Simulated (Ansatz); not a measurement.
# C₂H₄FNSi: how energies converge with the basis set

The task here is to estimate one member of a computed series from the others.

The runs use Ansatz 0.2.0, Gaussian basis; one geometry, several basis sets.

Plan: PBE0-D4/def2-SVP; ωB97M-V/def2-SVP; PBE0-D4/def2-QZVPP; ωB97M-V/def2-QZVPP; the functionals' def2-TZVPP values are taken from earlier runs.

**The geometry**

The geometry comes from an earlier relaxation with PBE0-D4 in a triple-zeta def2 set; it is a stationary point, not always the lowest conformer.

SMILES `FC1C=N[SiH2]1`, 9 atoms, charge 0, spin multiplicity 1.

Atoms are counted from 1 here; the program's logs count them from 0.

Bond lengths: F1–C2 1.377 Å, C2–C3 1.515 Å, C2–Si5 1.913 Å, C2–H6 1.095 Å, C3–N4 1.282 Å, C3–H7 1.097 Å, N4–Si5 1.786 Å, Si5–H8 1.487 Å, Si5–H9 1.482 Å. Angles: F1–C2–C3 115.7°, F1–C2–Si5 122.9°, F1–C2–H6 108.5°, C3–C2–Si5 79.4°, C3–C2–H6 111.4°, Si5–C2–H6 116.1°, C2–C3–N4 111.5°, C2–C3–H7 124.7°, N4–C3–H7 123.7°, C3–N4–Si5 90.6°, C2–Si5–N4 77.4°, C2–Si5–H8 120.9°, C2–Si5–H9 114.8°, N4–Si5–H8 117.1°, N4–Si5–H9 113.0°, H8–Si5–H9 110.2°.

The first run:

in.yaml

```yaml
crystal:
  periodic: [false, false, false]
  atoms:
    - {symbol: F, position_ang: [-1.526678, 1.076656, 0.840384]}
    - {symbol: C, position_ang: [-0.494542, 0.744920, -0.008217]}
    - {symbol: C, position_ang: [0.853252, 0.531405, 0.649724]}
    - {symbol: N, position_ang: [1.390832, -0.570751, 0.274793]}
    - {symbol: Si, position_ang: [-0.123171, -1.055242, -0.540103]}
    - {symbol: H, position_ang: [-0.437840, 1.501738, -0.798065]}
    - {symbol: H, position_ang: [1.331551, 1.239311, 1.337272]}
    - {symbol: H, position_ang: [-0.030524, -1.421991, -1.978175]}
    - {symbol: H, position_ang: [-0.874481, -2.092146, 0.205187]}
basis:
  gaussian: {orbitals: def2-SVP}
hamiltonian: {xc: pbe0, dispersion: d4}
output: {orbitals: {seedname: orbitals}}
```

On the command line:

```console
ansatz run in.yaml --threads 2 --pin off --events-out ev --progress --plain --max-ram 4352MiB
```

Steps of the session up to this table: PBE0-D4 in def2-SVP; ωB97M-V in def2-SVP; PBE0-D4 in def2-QZVPP; ωB97M-V in def2-QZVPP.

One of the session's tables, all rows but one given; the rest of the session is left out.

It belongs to the step «Functionals by basis». 

```
functional       basis  HOMO (eV)
   PBE0-D4    def2-SVP          ?
   PBE0-D4  def2-TZVPP      -7.64
   PBE0-D4  def2-QZVPP      -7.68
   ωB97M-V    def2-SVP      -9.83
   ωB97M-V  def2-TZVPP      -9.99
   ωB97M-V  def2-QZVPP     -10.03
```

**Question.** Estimate the row for PBE0-D4, def2-SVP.

As computed: HOMO (eV): -7.50. In the column «HOMO (eV)» it is the highest.
